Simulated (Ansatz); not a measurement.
**CH2BNO: a ladder of functionals and wavefunction methods**

Aim: compute CH2BNO with functionals from several rungs and with coupled cluster. The yardstick is the atomisation energy at the CCSD(T) limit.

The runs use Ansatz 0.2.0, Gaussian basis; functionals in def2-TZVPP, the program's frozen cores in correlated methods.

Plan: LDA (SPW92), PBE-D4, revPBE-D4, BLYP-D4, r2SCAN-D4, B97M-V, PBE0-D4, B3LYP-D4, r2SCANh-D4, r2SCAN0-D4, HSE06-D4, BHLYP-D4, CAM-B3LYP-D4, LC-ωPBE, ωB97X-V, ωB97M-V, B2PLYP, PBE-QIDH; CCSD(T)/def2-SVP; CCSD(T)/def2-TZVPP; MP2/def2-QZVPP; extrapolation to the limit; RPA on PBE.

### 1 The geometry

All runs share one geometry, relaxed beforehand with PBE0-D4 in a triple-zeta def2 set.

SMILES `BN=C=O`, 6 atoms, charge 0, spin multiplicity 1.

Atoms are counted from 1 here; the program's logs count them from 0.

Bond lengths: B1–N2 1.404 Å, B1–H5 1.195 Å, B1–H6 1.193 Å, N2–C3 1.196 Å, C3–O4 1.162 Å. Angles: N2–B1–H5 119.2°, N2–B1–H6 118.7°, H5–B1–H6 122.1°, B1–N2–C3 159.7°, N2–C3–O4 176.3°.

Coordinates:

```csv
atom,x (Å),y (Å),z (Å)
B1,-0.46998,0.95542,-0.14473
N2,0.22704,-0.19782,0.25011
C3,0.66889,-1.30890,0.21435
O4,1.12916,-2.37537,0.24556
H5,-1.04861,0.95858,-1.19068
H6,-0.46450,1.90410,0.57918
```

### 2 LDA

This LDA is Slater exchange with PW92 correlation.

in.yaml reads:

```yaml
crystal:
  periodic: [false, false, false]
  atoms:
    - {symbol: B, position_ang: [-0.469978, 0.955421, -0.144734]}
    - {symbol: N, position_ang: [0.227042, -0.197821, 0.250114]}
    - {symbol: C, position_ang: [0.668888, -1.308903, 0.214354]}
    - {symbol: O, position_ang: [1.129162, -2.375373, 0.245559]}
    - {symbol: H, position_ang: [-1.048612, 0.958577, -1.190677]}
    - {symbol: H, position_ang: [-0.464503, 1.904099, 0.579183]}
basis:
  gaussian: {orbitals: def2-TZVPP}
hamiltonian: {xc: lda}
output: {orbitals: {seedname: orbitals}}
```

After this run come: PBE-D4 (GGA); revPBE-D4 (GGA); BLYP-D4 (GGA); r2SCAN-D4 (meta-GGA); B97M-V (meta-GGA); PBE0-D4 (hybrid); B3LYP-D4 (hybrid); r2SCANh-D4 (hybrid); r2SCAN0-D4 (hybrid); HSE06-D4 (hybrid); BHLYP-D4 (hybrid); CAM-B3LYP-D4 (range-separated); LC-ωPBE-D4 (range-separated); ωB97X-V (range-separated); ωB97M-V (range-separated); B2PLYP (double hybrid); PBE-QIDH (double hybrid); CCSD(T) in def2-SVP; CCSD(T) in def2-TZVPP; MP2 in def2-QZVPP; RPA on PBE orbitals.

Q: Predict the results of all the runs planned. Wanted: atomisation energy, CCSD(T)/CBS; farthest beyond LDA; mean size of error, GGA; mean size of error, meta-GGA; mean size of error, hybrid; mean size of error, range-separated; mean size of error, double hybrid; gap, smallest and largest; T1 diagnostic.

**Answer**, as computed:

| quantity | value |
| --- | --- |
| atomisation energy, CCSD(T)/CBS | 27.164 eV |
| functionals within 0.136 eV (0.5 %) | PBE-QIDH |
| farthest beyond LDA | PBE-D4 (+1.674 eV) |
| mean size of error, GGA | 1.137 eV |
| mean size of error, meta-GGA | 0.524 eV |
| mean size of error, hybrid | 0.522 eV |
| mean size of error, range-separated | 0.438 eV |
| mean size of error, double hybrid | 0.185 eV |
| gap, smallest and largest | 3.95 eV (LDA (SPW92)), 11.40 eV (LC-ωPBE) |
| T1 diagnostic | 0.0170 |
| triples share of the correlation energy | 4.6 % |

**Reading.** LDA overbinds by 5.154 eV (19 %). PBE-D4 misses by +1.674 eV. Double hybrids carry the basis error of their MP2 part in triple zeta, and no dispersion term here, so their miss is partly the set-up's. Taken by rung, double hybrid functionals do best (0.185 eV on average) and GGA ones worst beyond LDA (1.137 eV). Misses under about 0.136 eV are within the doubt on the reference itself, which lacks core-valence correlation, relativity and higher excitations. Hartree-Fock recovers 70 % of the binding; the rest is correlation. CCSD(T) in def2-SVP is off by -1.216 eV, so the small basis spoils what the method gains. The gap grows from 3.9 to 11.4 eV across the functionals, mostly with the share of exact exchange.
